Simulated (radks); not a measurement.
# The series with 15 electrons, Se¹⁹⁺ to Cs⁴⁰⁺

One table from this session's results is given with a row withheld; the runs are named, their logs left out.

Method: scalar-relativistic Kohn-Sham, LDA (Slater exchange, Perdew-Wang correlation), spin-polarised, spherical densities, point nucleus; open shells are filled with parallel spins first. Code: radks (a radial shooting solver on a logarithmic mesh, Libxc functionals) version 1.

## The atom as given

- electrons: 15
- ions: Se¹⁹⁺, Rb²²⁺, Zr²⁵⁺, Tc²⁸⁺, Pd³¹⁺, In³⁴⁺, Te³⁷⁺, Cs⁴⁰⁺
- configuration: [Ne] 3s2 3p3

The outer shells:

[Ne] 3s2 3p3
```
[Ne] core
3s [↑↓]
3p [↑ ][↑ ][↑ ]
```

Set-up of the first run:

Input:

```text
Z 34
configuration [Ne] 3s2 3p3 4s0 3d0 4p0
relativity scalar-relativistic
functional lda,pw
spin polarised
nucleus point
c 137.035999084
```

Steps of the session up to this table: Se¹⁹⁺; Rb²²⁺; Zr²⁵⁺; Tc²⁸⁺; Pd³¹⁺; In³⁴⁺; Te³⁷⁺; Cs⁴⁰⁺.

One of the session's tables, all rows but one given; the rest of the session is left out.

```
  ion  E (hartree)  ε(3d down, empty) (eV)  ε(4s up, empty) (eV)  ε(4s down, empty) (eV)  ε(4p up, empty) (eV)
Se¹⁹⁺  -2220.65139                 -677.04               -413.57                 -409.48               -390.10
Rb²²⁺  -2675.92345                 -886.82               -537.70                 -533.04               -509.72
Zr²⁵⁺  -3175.92742                 -1124.1               -678.14                 -672.88               -645.14
Tc²⁸⁺  -3721.38242                 -1388.9               -835.08                 -829.23               -796.44
Pd³¹⁺            ?                       ?                     ?                       ?                     ?
In³⁴⁺  -4951.93809                 -2001.2               -1199.5                 -1192.4               -1147.2
Te³⁷⁺  -5638.91311                 -2348.9               -1407.5                 -1399.7               -1346.8
Cs⁴⁰⁺   -6375.1041                 -2724.3               -1633.1                 -1624.7               -1562.9
```

Q: Estimate the row for Pd³¹⁺ from the others.

**Answer.** E (hartree): -4313.08954; ε(3d down, empty) (eV): -1681.2; ε(4s up, empty) (eV): -1008.8; ε(4s down, empty) (eV): -1002.3; ε(4p up, empty) (eV): -963.75. In the column «E (hartree)» it lies between In³⁴⁺ (-4951.93809) and Tc²⁸⁺ (-3721.38242).

The configuration is held, so it need not be the ground state of every ion.
